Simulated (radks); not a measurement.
**Taking charge from the 6s level of Tl⁺ in fractions**

The task here is to estimate one member of a computed series from the others.

The numbers are computed with radks (a radial shooting solver on a logarithmic mesh, Libxc functionals) version 1 (Dirac Kohn-Sham, PBEsol, spin-unpolarised, spherical densities, finite nucleus), except any that are marked as measured or tabulated.

### The system

- element: thallium (Z = 81)
- charge: +1
- electrons: 80
- configuration: [Hg]
- nuclear rms radius: 5.4759 fm

The outer shells:

Tl⁺
```
[Xe] core
4f [↑↓][↑↓][↑↓][↑↓][↑↓][↑↓][↑↓]
5d [↑↓][↑↓][↑↓][↑↓][↑↓]
6s [↑↓]
```

Set-up of the first run:

The run's settings:

```text
Z 81
configuration [Hg]
relativity Dirac
functional pbe_sol,pbe_sol
spin unpolarised
j_filling energy
nucleus finite rms 5.4759 fm
c 137.035999084
```

Among the steps run: Start: [Hg].

One of the session's tables, all rows but one given; the rest of the session is left out.

It belongs to the step «Start: [Hg]». Sizes of the orbitals, from the radial functions (bohr):

```
level     <r>  outermost maximum (interpolated)  90 % within  nodes
5s1/2  0.8779                             0.809         1.25      4
4f5/2  0.4646                             0.356        0.740      0
4f7/2  0.4711                             0.360        0.751      0
5p1/2  0.9415                             0.850         1.36      3
5p3/2       ?                                 ?            ?      ?
5d3/2   1.353                              1.10         2.07      2
5d5/2   1.407                              1.13         2.16      2
6s1/2   2.380                              2.05         3.48      5
```

Q: Estimate the row for 5p3/2 from the others.

**Answer.** <r>: 1.036; outermost maximum (interpolated): 0.928; 90 % within: 1.50; nodes: 3. In the column «<r>» it lies between 5p1/2 (0.9415) and 5d3/2 (1.353).
